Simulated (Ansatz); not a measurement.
What does this script print? It uses the Python package of Ansatz (0.2.0).

The script, `md.py`:
```python
import ansatz as az
import numpy as np

config = {
    'basis': 'def2-SVP',
    'functional': 'B3LYP',
    'n_steps': 40,
    'temperature_k': 500,
}

geometry_ang = [
    ('F', (-1.7519, -0.1453, 0.4091)),
    ('Ga', (-0.014, 0.1136, -0.2553)),
    ('Cl', (0.9445, -1.5031, 0.4127)),
    ('H', (0.877, 1.4745, -0.5868)),
]
geometry = az.Crystal.molecule()
for symbol, xyz in geometry_ang:
    geometry = geometry.atom(symbol, xyz)

base = (
    geometry.calculation()
    .basis(gaussian=config['basis'])
    .functional(config['functional'])
    .accuracy('medium')
)
symbols = [site.symbol for site in geometry.cartesian_sites]
start = np.array([site.position_ang for site in geometry.cartesian_sites], dtype=float)
data = base.relax(force_tolerance=0.02).run(threads=1, pin='off').report
end = np.array(data['positions_ang'])
minimum = az.Crystal.molecule()
for symbol, place in zip(symbols, end):
    minimum = minimum.atom(symbol, place.tolist())

base = (
    minimum.calculation()
    .basis(gaussian=config['basis'])
    .functional(config['functional'])
    .accuracy('medium')
    .md('nvt_langevin', timestep=0.5, steps=config['n_steps'], temperature=config['temperature_k'], initial_velocities='maxwell_boltzmann', seed=35, friction=0.05)
)
frames = []
out = base.session().plan().execute(on_event=lambda e: frames.append(e['data']) if e['event'] == 'md_step' else None)
print('t (fs)   E_pot (eV)      E_kin (eV)   T (K)   d(0-1) (A)')
for f in frames[::3]:
    xyz = np.array(f['positions_ang'])
    print(f'{f["time_fs"]:6.2f} {f["lagrangian_ev"]:14.5f} {f["e_kin_ev"]:10.5f} {f["temperature_k"]:8.1f} {np.linalg.norm(xyz[0] - xyz[1]):9.4f}')
print('mean temperature', round(float(np.mean([f['temperature_k'] for f in frames])), 1), 'K')
```

```console
$ python md.py
t (fs)   E_pot (eV)      E_kin (eV)   T (K)   d(0-1) (A)
  0.00   -67625.16563    0.19389    375.0    1.7519
  1.50   -67625.16382    0.28695    555.0    1.7502
  3.00   -67625.15622    0.32220    623.2    1.7448
  4.50   -67625.14634    0.35030    677.5    1.7389
  6.00   -67625.13574    0.39224    758.6    1.7297
  7.50   -67625.11318    0.28842    557.8    1.7230
  9.00   -67625.08760    0.30017    580.6    1.7202
 10.50   -67625.07042    0.21749    420.7    1.7244
 12.00   -67625.05409    0.18941    366.3    1.7302
 13.50   -67625.04483    0.15442    298.7    1.7368
 15.00   -67625.05060    0.19261    372.5    1.7454
 16.50   -67625.07741    0.26267    508.0    1.7558
 18.00   -67625.09424    0.26285    508.4    1.7672
 19.50   -67625.10093    0.22313    431.6    1.7798
mean temperature 505.8 K
```

These settings explore the input space; basis and method may be short of convergence. The trajectory is only some femtoseconds long, so its temperature is not equilibrated; where the script doesn't relax first, it starts from a rough generated geometry. b3lyp holds the VWN-RPA fit, as in Gaussian; the form of ORCA and Turbomole is b3lyp5. The printed temperature counts all 3N degrees of freedom under Langevin dynamics, so the first row lies under the target. The whole script took 89 s on 1 thread of Arm Neoverse V2, with other jobs on the host, peak memory 0.21 GiB.

(Lines on the test bed's own set-up are left out of the output.)
